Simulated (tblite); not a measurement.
# C6H10GeOS: the cost of one run

Computed with tblite 0.8.0 and PySCF 2.14.0, with density-fitted response routines of our own, on a single molecule in the gas phase. Atoms are numbered from 0 throughout.

### 1 Starting geometry

19 atoms, charge 0, multiplicity 1; geometry from: force field or distance geometry start.

Bonds of the start (Å): C0–C1 1.53, C1–C2 1.48, C2–C3 1.38, C3–O4 1.32, O4–C5 1.32, C5–Ge6 1.92, Ge6–S7 2.23, C5–C8 1.38, C8–C2 1.37, C0–H9 1.11, C0–H10 1.13, C0–H11 1.11, C1–H12 1.09, C1–H13 1.13, C3–H14 1.09, Ge6–H15 1.54, Ge6–H16 1.55, S7–H17 1.39, C8–H18 1.06.

### 2 Geometry optimisation with GFN2-xTB

Job settings and geometry (Å):

```
{"job": {"kind": "relax", "xc": "GFN2-xTB", "basis": "xTB"}, "charge": 0, "multiplicity": 1}
C      3.015400    -0.466000    -0.426600
C      2.030200     0.625600    -0.852000
C      0.715100     0.379200    -0.227900
C      0.345700     0.904500     0.993600
O     -0.879600     0.496700     1.242400
C     -1.355000    -0.235500     0.251400
Ge    -3.118600    -0.987300     0.254400
S     -4.491300     0.663100    -0.333800
C     -0.358800    -0.329100    -0.692600
H      3.876400    -0.042500     0.129400
H      3.377900    -0.968500    -1.365800
H      2.554100    -1.217400     0.249700
H      1.995500     0.659900    -1.942100
H      2.418400     1.615000    -0.477800
H      0.938100     1.523100     1.673800
H     -3.218100    -2.135700    -0.770300
H     -3.392700    -1.470100     1.699600
H     -4.010000     1.853300     0.210600
H     -0.452400    -0.859000    -1.608200
```

Started as:

```sh
> OMP_NUM_THREADS=1 python probes_run.py task.json out
```

One launch serves the whole session: the jobs run in the order shown.

**Question.** How long does this first job take on 1 thread of Arm Neoverse N1, shared host, and how much memory does it need?

About 1.9 s, with a peak of 0.18 GiB.
